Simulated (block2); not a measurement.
# SnH2F (SMILES [F][SnH2]): DMRG/STO-6G, part 2 of 2

block2 0.5.4.

## Step 3: The quartet: the energy at DMRG/STO-6G

File block2_dmrg.py:

```python
import numpy as np
from pyscf import cc, dft, gto, lo, mcscf, mp, scf
from pyblock2._pyscf.ao2mo import integrals as itg
from pyblock2.driver.core import DMRGDriver, SymmetryTypes
from scipy.stats import linregress

geom = """
F     -2.93398878    -0.35904796     1.21074753
Sn     0.05347925    -0.45769167    -0.88495874
H      2.23762470    -1.99252723     0.99040546
H      0.74776463     2.69512740    -1.35436671
"""
mol = gto.M(
    atom=geom,
    basis="sto-6g",
    unit="bohr",
    spin=3,
    verbose=3,
)
print("nao                            = %d" % (mol.nao))
mf = scf.ROHF(mol)
mf.conv_tol = 1e-10
mf.max_cycle = 200
mf.kernel()
if not mf.converged:
    mf = mf.newton().run(mf.mo_coeff, mf.mo_occ)
print(f"reference energy               = {mf.e_tot:.10f}")
ref = scf.UHF(mol).run(mf.make_rdm1(), conv_tol=1e-10)
pt = mp.MP2(ref, frozen=19).run()
mycc = cc.CCSD(ref, frozen=19)
mycc.max_cycle = 150
mycc.kernel()
print(f"MP2 total energy               = {pt.e_tot:.10f}")
if mycc.converged:
    print(f"E(CCSD)                        = {mycc.e_tot:.10f}")
    print("E(CCSD(T))                     = %.10f" % (mycc.e_tot + mycc.ccsd_t()))
ks = dft.UKS(mol, xc="m062x").set(conv_tol=1e-9, verbose=3).run(mf.make_rdm1())
if ks.converged:
    print("E(M06-2X)                      = %.8f" % (ks.e_tot))
ks = dft.UKS(mol, xc="m06l").set(conv_tol=1e-9, verbose=3).run(mf.make_rdm1())
if ks.converged:
    print("E(M06-L)                       = %.8f" % (ks.e_tot))
ks = dft.UKS(mol, xc="pbe").set(conv_tol=1e-9, verbose=3).run(mf.make_rdm1())
if ks.converged:
    print(f"E(PBE)                         = {ks.e_tot:.8f}")
ks = dft.UKS(mol, xc="revpbe").set(conv_tol=1e-9, verbose=3).run(mf.make_rdm1())
if ks.converged:
    print("E(revPBE)                      = %.8f" % (ks.e_tot))
mo = mf.mo_coeff.copy()
for a, b in ((19, 29), (32, 34)):
    if b - a > 1:
        mo[:, a:b] = lo.PM(mol, mo[:, a:b]).kernel()
mf.mo_coeff = mo
ncas, n_elec, spin, ecore, h1e, g2e, orb_sym = itg.get_rhf_integrals(mf, ncore=19, ncas=15, pg_symm=False, g2e_symm=1)
dmrg = DMRGDriver(scratch="./tmp", symm_type=SymmetryTypes.SU2, stack_mem=1500 << 20, n_threads=1)
idx = dmrg.orbital_reordering(h1e, g2e, method="gaopt")
print("orbital order:", idx.tolist())
h1e = h1e[np.ix_(idx, idx)]
g2e = g2e[np.ix_(idx, idx, idx, idx)]
orb_sym = np.array(orb_sym)[idx]
dmrg.initialize_system(n_sites=ncas, n_elec=n_elec, spin=spin, orb_sym=orb_sym)
mpo = dmrg.get_qc_mpo(h1e=h1e, g2e=g2e, ecore=ecore, iprint=1)
occs = np.array([1.8] * 10 + [1.0] * 3 + [0.2] * 2)[idx]
psi = dmrg.get_random_mps(tag="GS", bond_dim=75, nroots=1, occs=occs)
bond_dims = [75] * 3 + [150] * 3 + [225] * 2 + [300] * 2
noises = [0.001] * 3 + [0.0001] * 3 + [0.0001] * 2 + [1e-05] * 2 + [0]
thrds = [1e-08] * 10
e = dmrg.dmrg(mpo, psi, n_sweeps=16, tol=1e-06, bond_dims=bond_dims, noises=noises, thrds=thrds, iprint=2)
ms, dws, es = dmrg.get_dmrg_results()
print("discarded weight               = %.3e" % (dws[-1]))
print(f"final energy                   = {e:.10f}")
dm1 = dmrg.get_1pdm(psi)
print("natural occupations            =", np.round(np.linalg.eigvalsh(dm1)[::-1], 5).tolist())
c_act = mf.mo_coeff[:, 19:34][:, idx]
dm_ao = c_act @ dm1 @ c_act.T + 2 * mf.mo_coeff[:, :19] @ mf.mo_coeff[:, :19].T
print("dipole moment (debye)          =", np.round(scf.hf.dip_moment(mol, dm_ao, verbose=0), 4).tolist())
print("max block entropy              = %.4f" % (max(dmrg.get_bipartite_entanglement(psi))))
psi = dmrg.adjust_mps(psi, dot=2)[0]
back = [270, 225, 180, 135]
dmrg.dmrg(mpo, psi, n_sweeps=4 * len(back), tol=0, bond_dims=[m for m in back for _ in range(4)], noises=[0] * (4 * len(back)), thrds=[1e-9] * (4 * len(back)), iprint=1)
ms, dws, es = dmrg.get_dmrg_results()
ms, dws, es = ms[3::4], dws[3::4], np.array(es)[3::4, 0]
fit = linregress(dws, es)
print("bond dimensions                =", np.round(ms, 1).tolist())
print("DW(M)                          =", np.round(dws, 12).tolist())
print("energies at each M             =", np.round(es, 9).tolist())
print(f"E(DW -> 0)                     = {fit.intercept:.8f}")
print("extrapolation error            = %.3e" % (abs(fit.intercept - es.min()) / 5))
ci = mcscf.CASCI(mf, 15, (13, 10))
ci.fix_spin_(ss=3.75)
ci.fcisolver.conv_tol = 1e-10
ci.fcisolver.max_cycle = 200
ci.kernel()
print("FCI energy                     = %.10f" % (ci.e_tot))
```

The run is started by

```
$ python block2_dmrg.py
```

Log:

```text
nao                            = 34
converged SCF energy = -6094.19602941247
reference energy               = -6094.1960294125
converged SCF energy = -6094.19800958957  <S^2> = 3.7648692  2S+1 = 4.0074277
E(UMP2) = -6094.22139725703  E_corr = -0.0233876674612743
E(SCS-UMP2) = -6094.22545720794  E_corr = -0.0274476183739937
E(UCCSD) = -6094.237168658518  E_corr = -0.03915906895109662
MP2 total energy               = -6094.2213972570
E(CCSD)                        = -6094.2371686585
UCCSD(T) correction = -0.000284024718119903
E(CCSD(T))                     = -6094.2374526832

WARN: HOMO 0.0285242867087903 >= LUMO -0.0337404517040945

WARN: HOMO 0.0340075808487573 >= LUMO -0.0424710374643675

WARN: HOMO 0.0328650411180115 >= LUMO -0.0418405529538986

WARN: HOMO 0.0340661583194997 >= LUMO -0.0429646908094375

WARN: HOMO 0.0340092480591445 >= LUMO -0.0439898304258451

WARN: HOMO 0.0341707746261325 >= LUMO -0.0438925060800647

WARN: HOMO 0.0341656954396795 >= LUMO -0.0438954357710391

WARN: HOMO 0.034170025383123 >= LUMO -0.0438898878775421

WARN: HOMO 0.0341698914814376 >= LUMO -0.043889602445508

WARN: HOMO 0.0341699395193214 >= LUMO -0.0438885555464538

WARN: HOMO 0.0341698530131462 >= LUMO -0.0438894088100904

WARN: HOMO 0.0341697557092082 >= LUMO -0.0438895888730829

WARN: HOMO 0.0341697883724089 >= LUMO -0.0438893799097645

converged SCF energy = -6096.89126160339  <S^2> = 3.7519993  2S+1 = 4.0009995
E(M06-2X)                      = -6096.89126160

WARN: HOMO 0.108822530849172 >= LUMO -0.149876189658369

WARN: HOMO 0.17094198923834 >= LUMO 0.0433324565464123

WARN: HOMO 0.155164675556491 >= LUMO -0.0853876842209126

WARN: HOMO 0.127826720450476 >= LUMO -0.131873002553276

WARN: HOMO 0.124097505729779 >= LUMO -0.150355007958124

WARN: HOMO 0.124155628162872 >= LUMO -0.150308402633962

WARN: HOMO 0.12485395548087 >= LUMO -0.150323079338968

WARN: HOMO 0.12511902747162 >= LUMO -0.149996779256501

WARN: HOMO 0.125132259741387 >= LUMO -0.149990863570337

WARN: HOMO 0.12512938337859 >= LUMO -0.149993420125018

WARN: HOMO 0.125128967521024 >= LUMO -0.149992648062445

WARN: HOMO 0.125128214512956 >= LUMO -0.149993755059366

converged SCF energy = -6096.9856001874  <S^2> = 3.7512242  2S+1 = 4.000612
E(M06-L)                       = -6096.98560019

WARN: HOMO 0.113324322182924 >= LUMO -0.145660795778117

WARN: HOMO 0.243019127650931 >= LUMO 0.150124778968688

WARN: HOMO 0.165372292251753 >= LUMO 0.0219542843883915

WARN: HOMO 0.16784988748159 >= LUMO -0.0107488282966069

WARN: HOMO 0.163411949594311 >= LUMO -0.0540541908502699

WARN: HOMO 0.13413960285123 >= LUMO -0.120836464879345

WARN: HOMO 0.133216459208527 >= LUMO -0.139259695097929

WARN: HOMO 0.131102602936999 >= LUMO -0.141789612983177

WARN: HOMO 0.131158035472825 >= LUMO -0.144387740325191

WARN: HOMO 0.131170912977193 >= LUMO -0.144294828094432

WARN: HOMO 0.131151490317077 >= LUMO -0.144325773526071

WARN: HOMO 0.131152222610249 >= LUMO -0.144327602920025

WARN: HOMO 0.131152567190186 >= LUMO -0.144327244818722

WARN: HOMO 0.131152414603126 >= LUMO -0.14432764498181

WARN: HOMO 0.131151981582063 >= LUMO -0.144328644103849

converged SCF energy = -6096.02663163392  <S^2> = 3.7502096  2S+1 = 4.0001048
E(PBE)                         = -6096.02663163

WARN: HOMO 0.115453034775328 >= LUMO -0.145003283856627

WARN: HOMO 0.236972103112175 >= LUMO 0.152220288357677

WARN: HOMO 0.166594144206329 >= LUMO 0.0216655510020835

WARN: HOMO 0.168433609861236 >= LUMO -0.0132390105265806

WARN: HOMO 0.161058884253262 >= LUMO -0.0608055944498204

WARN: HOMO 0.133676471434765 >= LUMO -0.123680595024618

WARN: HOMO 0.133203919596983 >= LUMO -0.138874354212006

WARN: HOMO 0.131697522505095 >= LUMO -0.140957456403667

WARN: HOMO 0.131847044930748 >= LUMO -0.142995154927452

WARN: HOMO 0.131873317839145 >= LUMO -0.1428516137202

WARN: HOMO 0.13188225786051 >= LUMO -0.142838084079979

WARN: HOMO 0.131891772603271 >= LUMO -0.142828272057856

WARN: HOMO 0.131893810463796 >= LUMO -0.142825365208193

WARN: HOMO 0.131894732381607 >= LUMO -0.142823957541464

WARN: HOMO 0.131897841045902 >= LUMO -0.142816784793729

converged SCF energy = -6096.36954403863  <S^2> = 3.7503929  2S+1 = 4.0001965
E(revPBE)                      = -6096.36954404
orbital order: [4, 5, 3, 1, 2, 8, 14, 11, 13, 9, 12, 7, 6, 0, 10]
integral symmetrize error =  0.0
integral cutoff error =  0.0
mpo terms =      28909

[... 42 lines left out ...]
 --> Site =    4-   5 .. Mmps =   68 Ndav =  13 E =  -6093.7619862726 Error = 4.43e-26 FLOPS = 1.14e+09 Tdav = 0.03 T = 0.12
[... 4 lines left out ...]
 --> Site =    9-  10 .. Mmps =   75 Ndav =  15 E =  -6094.2363656591 Error = 3.75e-07 FLOPS = 1.71e+09 Tdav = 0.08 T = 0.20
[... 13 lines left out ...]
 <-- Site =   13-  14 .. Mmps =    3 Ndav =   1 E =  -6094.2375219075 Error = 0.00e+00 FLOPS = 3.88e+08 Tdav = 0.00 T = 0.00
[... 4 lines left out ...]
 <-- Site =    8-   9 .. Mmps =   75 Ndav =   7 E =  -6094.2376282968 Error = 7.19e-06 FLOPS = 2.49e+09 Tdav = 0.21 T = 0.42
[... 4 lines left out ...]
 <-- Site =    3-   4 .. Mmps =   75 Ndav =   3 E =  -6094.2376967648 Error = 2.26e-08 FLOPS = 1.49e+09 Tdav = 0.01 T = 0.10
[... 13 lines left out ...]
 --> Site =    1-   2 .. Mmps =   15 Ndav =   1 E =  -6094.2376969662 Error = 0.00e+00 FLOPS = 7.01e+08 Tdav = 0.00 T = 0.04
[... 4 lines left out ...]
 --> Site =    6-   7 .. Mmps =   75 Ndav =   4 E =  -6094.2376993862 Error = 2.44e-06 FLOPS = 2.54e+09 Tdav = 0.15 T = 0.90
[... 4 lines left out ...]
 --> Site =   11-  12 .. Mmps =   75 Ndav =   1 E =  -6094.2376982003 Error = 5.86e-09 FLOPS = 1.14e+09 Tdav = 0.00 T = 0.06
[... 13 lines left out ...]
 <-- Site =   11-  12 .. Mmps =   31 Ndav =   1 E =  -6094.2376981995 Error = 0.00e+00 FLOPS = 1.14e+09 Tdav = 0.00 T = 0.04
[... 4 lines left out ...]
 <-- Site =    6-   7 .. Mmps =  150 Ndav =   4 E =  -6094.2377182222 Error = 1.02e-07 FLOPS = 2.96e+09 Tdav = 0.37 T = 1.94
[... 4 lines left out ...]
 <-- Site =    1-   2 .. Mmps =  138 Ndav =   1 E =  -6094.2377195717 Error = 3.72e-20 FLOPS = 1.21e+09 Tdav = 0.00 T = 0.12
[... 13 lines left out ...]
 --> Site =    3-   4 .. Mmps =  141 Ndav =   1 E =  -6094.2377195717 Error = 0.00e+00 FLOPS = 2.13e+09 Tdav = 0.01 T = 0.20
[... 4 lines left out ...]
 --> Site =    8-   9 .. Mmps =  150 Ndav =   3 E =  -6094.2377201671 Error = 1.60e-07 FLOPS = 3.15e+09 Tdav = 0.40 T = 1.02
[... 4 lines left out ...]
 --> Site =   13-  14 .. Mmps =   56 Ndav =   1 E =  -6094.2377201276 Error = 7.94e-21 FLOPS = 4.98e+08 Tdav = 0.00 T = 0.02
[... 13 lines left out ...]
 <-- Site =    9-  10 .. Mmps =  150 Ndav =   2 E =  -6094.2377201585 Error = 2.79e-09 FLOPS = 2.71e+09 Tdav = 0.08 T = 0.39
[... 4 lines left out ...]
 <-- Site =    4-   5 .. Mmps =  150 Ndav =   1 E =  -6094.2377200735 Error = 1.49e-09 FLOPS = 2.60e+09 Tdav = 0.04 T = 0.48
[... 13 lines left out ...]
 --> Site =    0-   1 .. Mmps =    4 Ndav =   1 E =  -6094.2377200721 Error = 0.00e+00 FLOPS = 6.00e+08 Tdav = 0.00 T = 0.01
[... 4 lines left out ...]
 --> Site =    5-   6 .. Mmps =  225 Ndav =   2 E =  -6094.2377201129 Error = 1.09e-09 FLOPS = 3.05e+09 Tdav = 0.36 T = 1.22
[... 4 lines left out ...]
 --> Site =   10-  11 .. Mmps =  225 Ndav =   1 E =  -6094.2377209547 Error = 4.02e-11 FLOPS = 2.39e+09 Tdav = 0.02 T = 0.45
[... 13 lines left out ...]
 <-- Site =   12-  13 .. Mmps =   10 Ndav =   1 E =  -6094.2377209547 Error = 0.00e+00 FLOPS = 9.44e+08 Tdav = 0.00 T = 0.14
[... 4 lines left out ...]
 <-- Site =    7-   8 .. Mmps =  225 Ndav =   3 E =  -6094.2377210531 Error = 8.00e-08 FLOPS = 3.24e+09 Tdav = 1.64 T = 4.82
[... 4 lines left out ...]
 <-- Site =    2-   3 .. Mmps =  225 Ndav =   1 E =  -6094.2377209469 Error = 2.39e-13 FLOPS = 1.55e+09 Tdav = 0.01 T = 0.30
[... 13 lines left out ...]
 --> Site =    2-   3 .. Mmps =   53 Ndav =   1 E =  -6094.2377209469 Error = 0.00e+00 FLOPS = 1.54e+09 Tdav = 0.01 T = 0.19
[... 4 lines left out ...]
 --> Site =    7-   8 .. Mmps =  300 Ndav =   3 E =  -6094.2377211080 Error = 3.63e-09 FLOPS = 3.24e+09 Tdav = 2.46 T = 7.42
[... 4 lines left out ...]
 --> Site =   12-  13 .. Mmps =  114 Ndav =   1 E =  -6094.2377211247 Error = 1.03e-19 FLOPS = 1.05e+09 Tdav = 0.01 T = 0.39
[... 13 lines left out ...]
 <-- Site =   10-  11 .. Mmps =  111 Ndav =   1 E =  -6094.2377211247 Error = 0.00e+00 FLOPS = 2.35e+09 Tdav = 0.04 T = 0.44
[... 4 lines left out ...]
 <-- Site =    5-   6 .. Mmps =  300 Ndav =   1 E =  -6094.2377211240 Error = 3.48e-10 FLOPS = 3.16e+09 Tdav = 0.58 T = 2.65
 <-- Site =    4-   5 .. Mmps =  300 Ndav =   1 E =  -6094.2377211235 Error = 1.43e-11 FLOPS = 2.65e+09 Tdav = 0.17 T = 1.37
 <-- Site =    3-   4 .. Mmps =  300 Ndav =   1 E =  -6094.2377211235 Error = 2.52e-12 FLOPS = 2.21e+09 Tdav = 0.05 T = 0.83
 <-- Site =    2-   3 .. Mmps =  300 Ndav =   1 E =  -6094.2377211235 Error = 2.04e-15 FLOPS = 1.51e+09 Tdav = 0.02 T = 0.53
 <-- Site =    1-   2 .. Mmps =  153 Ndav =   1 E =  -6094.2377211235 Error = 5.07e-20 FLOPS = 1.04e+09 Tdav = 0.01 T = 0.41
 <-- Site =    0-   1 .. Mmps =   34 Ndav =   1 E =  -6094.2377211235 Error = 2.36e-20 FLOPS = 4.26e+08 Tdav = 0.00 T = 0.07
[... 8 lines left out ...]
Sweep =   10 | Direction =  forward | Bond dimension =  300 | Noise =  0.00e+00 | Dav threshold =  1.00e-07
 --> Site =    0-   1 .. Mmps =    4 Ndav =   1 E =  -6094.2377211235 Error = 0.00e+00 FLOPS = 5.92e+08 Tdav = 0.00 T = 0.01
 --> Site =    1-   2 .. Mmps =   16 Ndav =   1 E =  -6094.2377211235 Error = 0.00e+00 FLOPS = 1.05e+09 Tdav = 0.01 T = 0.25
 --> Site =    2-   3 .. Mmps =   53 Ndav =   1 E =  -6094.2377211235 Error = 0.00e+00 FLOPS = 1.48e+09 Tdav = 0.02 T = 0.31
 --> Site =    3-   4 .. Mmps =  111 Ndav =   1 E =  -6094.2377211235 Error = 3.77e-26 FLOPS = 2.27e+09 Tdav = 0.05 T = 0.49
 --> Site =    4-   5 .. Mmps =  169 Ndav =   1 E =  -6094.2377211235 Error = 2.14e-24 FLOPS = 2.80e+09 Tdav = 0.14 T = 0.82
 --> Site =    5-   6 .. Mmps =  234 Ndav =   1 E =  -6094.2377211235 Error = 7.56e-23 FLOPS = 3.14e+09 Tdav = 0.42 T = 1.41
 --> Site =    6-   7 .. Mmps =  274 Ndav =   1 E =  -6094.2377211235 Error = 1.49e-20 FLOPS = 3.21e+09 Tdav = 0.86 T = 4.90
 --> Site =    7-   8 .. Mmps =  300 Ndav =   1 E =  -6094.2377211235 Error = 5.58e-19 FLOPS = 3.21e+09 Tdav = 1.11 T = 5.29
 --> Site =    8-   9 .. Mmps =  300 Ndav =   1 E =  -6094.2377211235 Error = 8.83e-18 FLOPS = 3.18e+09 Tdav = 0.65 T = 2.32
 --> Site =    9-  10 .. Mmps =  300 Ndav =   1 E =  -6094.2377211235 Error = 1.94e-18 FLOPS = 3.09e+09 Tdav = 0.19 T = 1.21
 --> Site =   10-  11 .. Mmps =  192 Ndav =   1 E =  -6094.2377211235 Error = 1.07e-19 FLOPS = 2.70e+09 Tdav = 0.06 T = 0.72
 --> Site =   11-  12 .. Mmps =  101 Ndav =   1 E =  -6094.2377211235 Error = 7.69e-20 FLOPS = 1.75e+09 Tdav = 0.01 T = 0.26
 --> Site =   12-  13 .. Mmps =   51 Ndav =   1 E =  -6094.2377211235 Error = 4.79e-20 FLOPS = 8.29e+08 Tdav = 0.00 T = 0.07
 --> Site =   13-  14 .. Mmps =   22 Ndav =   1 E =  -6094.2377211235 Error = 1.31e-20 FLOPS = 1.09e+08 Tdav = 0.00 T = 0.01
Time elapsed =    129.035 | E =   -6094.2377211235 | DE = 1.12e-08 | DW = 8.82610e-18
Time sweep =       18.061 | 10.3 GFLOP/SWP
 | Dmem = 20.5 MB (4%) | Imem = 116 KB (97%) | Hmem = 467 MB | Wmem = 496 KB | Pmem = 0 B
 | Tread = 0.330 | Twrite = 0.154 | Tfpread = 0.328 | Tfpwrite = 0.152 | Tmporead = 0.000
 | data = 83.4 MB | cpsd = 64.8 MB | Tasync = 0.000
 | Trot = 1.339 | Tctr = 0.003 | Tint = 0.001 | Tmid = 0.000 | Tdctr = 0.147 | Tdiag = 0.051 | Tinfo = 0.071
 | Teff = 12.374 | Tprt = 0.000 | Teig = 3.515 | Tblk = 16.308 | Tmve = 1.751 | Tdm = 0.008 | Tsplt = 0.154 | Tsvd = 0.000 | Torth = 0.000

discarded weight               = 8.826e-18
final energy                   = -6094.2377211235
natural occupations            = [1.99996, 1.99995, 1.99993, 1.99984, 1.9998, 1.99957, 1.99877, 1.99723, 1.96717, 1.95708, 1.00494, 1.00221, 1.0004, 0.0407, 0.03245]
dipole moment (debye)          = [-2.1333, -0.4463, 0.4633]
max block entropy              = 0.1942

Sweep =    0 | Direction = backward | Bond dimension =  270 | Noise =  0.00e+00 | Dav threshold =  1.00e-09
Time elapsed =     18.804 | E =   -6094.2377211355 | DW = 2.08672e-09

Sweep =    1 | Direction =  forward | Bond dimension =  270 | Noise =  0.00e+00 | Dav threshold =  1.00e-09
Time elapsed =     36.899 | E =   -6094.2377211366 | DE = -1.19e-09 | DW = 2.06586e-09

Sweep =    2 | Direction = backward | Bond dimension =  270 | Noise =  0.00e+00 | Dav threshold =  1.00e-09
Time elapsed =     54.670 | E =   -6094.2377211368 | DE = -1.19e-10 | DW = 2.07013e-09

Sweep =    3 | Direction =  forward | Bond dimension =  270 | Noise =  0.00e+00 | Dav threshold =  1.00e-09
Time elapsed =     72.626 | E =   -6094.2377211368 | DE = -5.05e-11 | DW = 2.06733e-09

Sweep =    4 | Direction = backward | Bond dimension =  225 | Noise =  0.00e+00 | Dav threshold =  1.00e-09
Time elapsed =     87.966 | E =   -6094.2377211329 | DE = 3.96e-09 | DW = 1.12150e-08

Sweep =    5 | Direction =  forward | Bond dimension =  225 | Noise =  0.00e+00 | Dav threshold =  1.00e-09
Time elapsed =    103.108 | E =   -6094.2377211207 | DE = 1.21e-08 | DW = 1.08214e-08

Sweep =    6 | Direction = backward | Bond dimension =  225 | Noise =  0.00e+00 | Dav threshold =  1.00e-09
Time elapsed =    118.059 | E =   -6094.2377211208 | DE = -3.06e-11 | DW = 1.07859e-08

Sweep =    7 | Direction =  forward | Bond dimension =  225 | Noise =  0.00e+00 | Dav threshold =  1.00e-09
Time elapsed =    133.268 | E =   -6094.2377211208 | DE = -4.31e-11 | DW = 1.07824e-08

Sweep =    8 | Direction = backward | Bond dimension =  180 | Noise =  0.00e+00 | Dav threshold =  1.00e-09
Time elapsed =    145.766 | E =   -6094.2377210936 | DE = 2.72e-08 | DW = 4.76198e-08

Sweep =    9 | Direction =  forward | Bond dimension =  180 | Noise =  0.00e+00 | Dav threshold =  1.00e-09
Time elapsed =    156.930 | E =   -6094.2377210363 | DE = 5.73e-08 | DW = 4.44362e-08

Sweep =   10 | Direction = backward | Bond dimension =  180 | Noise =  0.00e+00 | Dav threshold =  1.00e-09
Time elapsed =    168.109 | E =   -6094.2377210360 | DE = 3.25e-10 | DW = 4.39410e-08

Sweep =   11 | Direction =  forward | Bond dimension =  180 | Noise =  0.00e+00 | Dav threshold =  1.00e-09
Time elapsed =    179.262 | E =   -6094.2377210360 | DE = 1.44e-11 | DW = 4.39811e-08

Sweep =   12 | Direction = backward | Bond dimension =  135 | Noise =  0.00e+00 | Dav threshold =  1.00e-09
Time elapsed =    187.709 | E =   -6094.2377209439 | DE = 9.21e-08 | DW = 2.24511e-07

Sweep =   13 | Direction =  forward | Bond dimension =  135 | Noise =  0.00e+00 | Dav threshold =  1.00e-09
Time elapsed =    195.034 | E =   -6094.2377206024 | DE = 3.41e-07 | DW = 1.96693e-07

Sweep =   14 | Direction = backward | Bond dimension =  135 | Noise =  0.00e+00 | Dav threshold =  1.00e-09
Time elapsed =    202.356 | E =   -6094.2377206015 | DE = 8.95e-10 | DW = 1.95420e-07

Sweep =   15 | Direction =  forward | Bond dimension =  135 | Noise =  0.00e+00 | Dav threshold =  1.00e-09
Time elapsed =    209.742 | E =   -6094.2377206004 | DE = 1.08e-09 | DW = 1.94637e-07

bond dimensions                = [270, 225, 180, 135]
DW(M)                          = [2.067e-09, 1.0782e-08, 4.3981e-08, 1.94637e-07]
energies at each M             = [-6094.237721137, -6094.237721121, -6094.237721036, -6094.2377206]
E(DW -> 0)                     = -6094.23772115
extrapolation error            = 2.743e-09
CASCI E = -6094.23772114245  E(CI) = -131.614238579472  S^2 = 3.7500000
FCI energy                     = -6094.2377211424
```

Wall time 7.1 min (1 thread of Arm Neoverse N1, shared host); peak memory 0.86 GiB.

## Step 4: Summary of results

What follows sums up all 2 parts.

Level: DMRG/STO-6G, 19 core orbitals frozen.

| quantity | value |
| --- | --- |
| run 1, DMRG/STO-6G: total energy | -6094.49249 Eh |
| run 1, DMRG/STO-6G: dipole moment (of the density that the program reports) | 1.45 D |
| quartet: total energy | -6094.23772 Eh |
| quartet: dipole moment (of the density that the program reports) | 2.23 D |
| vertical energy of the quartet above the doublet | 6.933 eV |

At this shape the quartet lies 6.93 eV (669 kJ/mol) above the doublet. In a minimal basis such a difference can be off by several eV, whatever the method. Relativity is left out (run 1, DMRG/STO-6G) although the molecule holds a heavy atom. Relativity is left out (quartet) although the molecule holds a heavy atom.
